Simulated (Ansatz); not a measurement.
# Hf: the cost of one run

Program: Ansatz 0.2.0. Level of theory: DFT PBE, scalar-relativistic, plane waves, PAW. These are calculated values, not measurements.

## Step 1: The system as given

Symmetry: P6_3/mmc, No. 194, hexagonal system. The conventional cell has a = 3.197 Å, b = 3.197 Å, c = 5.058 Å, α = 90.00°, β = 90.00°, γ = 120.00°. Around Hf (site symmetry -6m2) lie 12 Hf at 3.13 to 3.20 Å.

Structure file:

```xyz
2
Lattice="3.1967 0.0000 0.0000 -1.5983 2.7684 0.0000 0.0000 0.0000 5.0578" Properties=species:S:1:pos:R:3 pbc="T T T"
Hf    0.0000    1.8456    1.2645
Hf    1.5984    0.9228    3.7934
```

The structure rests on an entry of the Crystallography Open Database; cell or positions may have been set otherwise for this series.

## Step 2: Relaxing cell and atoms: Hf, no spin

The input, input.yaml:

```yaml
crystal:
  lattice:
    - [3.1967, 0.0, 0.0]
    - [-1.59835, 2.7684234083, 0.0]
    - [0.0, 0.0, 5.0578]
  atoms:
    - { symbol: Hf, position: [0.3333333333, 0.6666666667, 0.25] }
    - { symbol: Hf, position: [0.6666666667, 0.3333333333, 0.75] }
scf:
  occupations: { method: gaussian, width: 0.1 }
output:
  forces: true
  stress: true
  eigenvalues: true
  efg: {}
  write_density: true
  write_potential: true
  elf: true
  volumetric_format: npy
kpoints:
  mp_grid: { grid: [18, 18, 10] }
hamiltonian:
  xc: pbe
relax:
  f_tol: 0.01
  adjacent_minimum: "off"
  cell: { stress_tol: 0.05 }
```

Started as:

```
$ ansatz run input.yaml --threads 8 --pin off --max-ram 40960MiB --backend cpu --events-out ev --progress --plain --runs-dir out
```

Q: Estimate wall time and peak memory on 8 threads of Intel Xeon Platinum 8175M at 2.50GHz (Skylake/Cascade Lake), shared host.

About 22 s, with a peak of 0.73 GiB.
